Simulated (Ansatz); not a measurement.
**ZrB: band structure with HSEsol**

The system is ZrB.

```
Zr B
1.0
     0.00000    2.32500    2.32500
     2.32500    0.00000    2.32500
     2.32500    2.32500    0.00000
Zr B
1 1
Cartesian
  0.0000 0.0000 0.0000
  2.3250 2.3250 2.3250
```

```yaml
Program: Ansatz 0.2.0
Task: band structure
Functional: HSEsol
Potentials_or_basis: Ansatz PAW
Cutoff: "420 eV (not typed: the program's choice for these potentials)"
k_mesh: 5 × 5 × 5
Occupations: fermi-dirac, width 0.05 eV
Spin: no spin polarisation
Path: "[[\"G\", \"X\", \"W\", \"K\", \"G\", \"L\", \"U\", \"W\", \"L\", \"K\"], [\"U\", \"X\"]]"
Points_for_each_segment_of_the_path: 4
```

```yaml
Pressure: 31.2 GPa
Band_gap_on_the_k_mesh: none (metal or under the smearing width)
```

Levels at the corners of the path, in eV from the Fermi level:
```tsv
point	band 6	band 7	band 8	band 9	band 10	band 11
Γ	2.24	2.24	2.24	4.05	4.05	4.16
X	-1.50	-1.00	2.63	2.63	5.98	7.74
W	-1.59	-1.59	-1.35	5.75	5.75	7.75
K	-2.38	-1.39	0.06	3.50	6.76	8.10
Γ	2.24	2.24	2.24	4.05	4.05	4.16
L	-4.69	-1.89	-1.89	6.50	6.50	8.20
U	-2.38	-1.39	0.06	3.50	6.76	8.10
W	-1.59	-1.59	-1.35	5.75	5.75	7.75
L	-4.69	-1.89	-1.89	6.50	6.50	8.20
K	-2.38	-1.39	0.06	3.50	6.76	8.10
U	-2.38	-1.39	0.06	3.50	6.76	8.10
X	-1.50	-1.00	2.63	2.63	5.98	7.74
```

Run time: 29 s on 1 × NVIDIA H100 80GB HBM3 with 2 threads of AMD EPYC 7R13 Processor (Zen 3), on a shared host, peak memory 1.6 GiB.

Caveat: the k mesh is coarse (spacing up to 0.47 Å⁻¹), so the values aren't converged, least of all with exact exchange; a pressure of tens of GPa on the cell as given is suspect, and the run, the potentials or the cell itself is likely at fault; the PAW data sets come from PBE, with cores solved anew for the run's functional, which leaves a small shift of forces and pressure; the thresholds are loose for stress.
